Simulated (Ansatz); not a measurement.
# Rb2SiO6: the cost of one run

Program: Ansatz 0.2.0. Level of theory: DFT PBE, scalar-relativistic, plane waves, PAW. These are calculated values, not measurements.

**1. The system as given**

It takes space group Fm-3m (No. 225, cubic). Conventional cell: a = 7.980 Å, b = 7.980 Å, c = 7.980 Å, α = 90.00°, β = 90.00°, γ = 90.00°. Around Rb (site symmetry -43m) lie 12 O at 2.82 Å. Si (site symmetry m-3m) has 6 O at 1.96 Å as nearest neighbours. O (site symmetry 4mm) is surrounded by 1 Si at 1.96 Å and 4 O at 2.78 Å and 4 Rb at 2.82 Å.

As a file:

```cif
data_structure
_symmetry_space_group_name_H-M 'Fm-3m'
_symmetry_Int_Tables_number 225
_cell_length_a 7.9800
_cell_length_b 7.9800
_cell_length_c 7.9800
_cell_angle_alpha 90.000
_cell_angle_beta 90.000
_cell_angle_gamma 90.000
_cell_volume 508.16
loop_
_atom_site_label
_atom_site_type_symbol
_atom_site_symmetry_multiplicity
_atom_site_Wyckoff_symbol
_atom_site_fract_x
_atom_site_fract_y
_atom_site_fract_z
_atom_site_occupancy
Rb1 Rb 8 c 0.25000 0.75000 0.75000 1
Si1 Si 4 a 0.00000 0.00000 0.00000 1
O1 O 24 e 0.24611 0.00000 0.00000 1
```

The cell is invented: perovskite family, tilts a0a0a0, rock order on B (Fm-3m, No. 225). Its size is a rough estimate.

**2. The guess as it stands, on a coarse mesh**

File input.yaml:

```yaml
crystal:
  lattice:
    - [0.0, 3.98997955, 3.98997955]
    - [3.98997955, 0.0, 3.98997955]
    - [3.98997955, 3.98997955, 0.0]
  atoms:
    - { symbol: Rb, position: [0.25, 0.25, 0.25] }
    - { symbol: Rb, position: [0.75, 0.75, 0.75] }
    - { symbol: Si, position: [0.0, 0.0, 0.0] }
    - { symbol: O, position: [0.75388646, 0.24611354, 0.24611354] }
    - { symbol: O, position: [0.24611354, 0.75388646, 0.24611354] }
    - { symbol: O, position: [0.24611354, 0.24611354, 0.75388646] }
    - { symbol: O, position: [0.24611354, 0.75388646, 0.75388646] }
    - { symbol: O, position: [0.75388646, 0.24611354, 0.75388646] }
    - { symbol: O, position: [0.75388646, 0.75388646, 0.24611354] }
basis:
  ecutwfc: 420
kpoints:
  mp_grid: { grid: [4, 4, 4] }
hamiltonian:
  xc: pbe
scf:
  occupations: { method: gaussian, width: 0.1 }
  lower_state_search: "off"
output:
  forces: true
  stress: true
  eigenvalues: true
```

Run with:

```bash
$ ansatz run input.yaml --threads 1 --pin off --max-ram 2048MiB --backend cpu --events-out ev --progress --plain --runs-dir out
```

Q: Estimate wall time and peak memory on 1 thread of Intel Xeon Platinum 8259CL at 2.50GHz (Skylake/Cascade Lake), shared host.

About 2.5 s, with a peak of 0.61 GiB.
